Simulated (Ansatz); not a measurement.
# AlH4OSe+: single points off equilibrium

One table from this session's results is given with a row withheld; the runs are named, their logs left out.

The runs use Ansatz 0.2.0, Gaussian basis; single points in def2-TZVPP.

Correlated methods freeze the cores. Filled d shells of the heavier atoms are correlated.

### Starting geometry

7 atoms, charge 1, spin multiplicity 1.

Atoms are counted from 1 here; the program's logs count them from 0.

Bond lengths: Al1–O2 1.768 Å, Al1–Se3 2.816 Å, Al1–H4 1.444 Å, Al1–H5 1.620 Å, O2–Se3 2.086 Å, O2–H6 1.001 Å, Se3–H7 1.477 Å. Angles: O2–Al1–Se3 47.7°, O2–Al1–H4 116.8°, O2–Al1–H5 107.8°, Se3–Al1–H4 123.1°, Se3–Al1–H5 96.3°, H4–Al1–H5 133.5°, Al1–O2–Se3 93.5°, Al1–O2–H6 157.2°, Se3–O2–H6 106.4°, Al1–Se3–O2 38.8°, Al1–Se3–H7 94.5°, O2–Se3–H7 92.5°.

Geometry (Å):

```tsv
atom	x (Å)	y (Å)	z (Å)
Al1	-0.94500	0.40570	-0.48490
O2	-0.02510	-0.94290	0.19420
Se3	1.16370	0.29610	1.37800
H4	-2.33280	0.50740	-0.09910
H5	-0.07730	1.03410	-1.69980
H6	0.14820	-1.87910	0.50340
H7	2.22710	0.36180	0.35480
```

Set-up of the first run:

Input file run/in.yaml:

```yaml
crystal:
  periodic: [false, false, false]
  atoms:
    - {symbol: Al, position_ang: [-0.945000, 0.405700, -0.484900]}
    - {symbol: O, position_ang: [-0.025100, -0.942900, 0.194200]}
    - {symbol: Se, position_ang: [1.163700, 0.296100, 1.378000]}
    - {symbol: H, position_ang: [-2.332800, 0.507400, -0.099100]}
    - {symbol: H, position_ang: [-0.077300, 1.034100, -1.699800]}
    - {symbol: H, position_ang: [0.148200, -1.879100, 0.503400]}
    - {symbol: H, position_ang: [2.227100, 0.361800, 0.354800]}
basis:
  gaussian: {orbitals: def2-TZVPP}
total_charge: 1
correlation: {method: ccsd_t}
output: {forces: true}
```

No record of the launch command was kept for these runs.

Among the steps run: CCSD(T)/def2-TZVPP; PBE0-D4/def2-TZVPP; wB97M-V/def2-TZVPP; r2SCAN-D4/def2-TZVPP; PBE-D4/def2-TZVPP; r2SCANh-D4/def2-TZVPP; BLYP-D4/def2-TZVPP.

One of the session's tables, all rows but one given; the rest of the session is left out.

| method | RMS force component (eV/Å) | angle to CCSD(T) forces (°) |
| --- | --- | --- |
| CCSD(T) | 1.250 | reference |
| PBE0-D4 | 1.267 | 3.9 |
| wB97M-V | 1.262 | 2.9 |
| r2SCAN-D4 | 1.203 | 4.1 |
| PBE-D4 | 1.156 | 9.5 |
| r2SCANh-D4 | 1.242 | 3.7 |
| BLYP-D4 | ? | ? |

Q: Estimate the row for BLYP-D4 from the others.

**Answer.** RMS force component (eV/Å): 1.110; angle to CCSD(T) forces (°): 11.1. In the column «RMS force component (eV/Å)» it is the lowest.
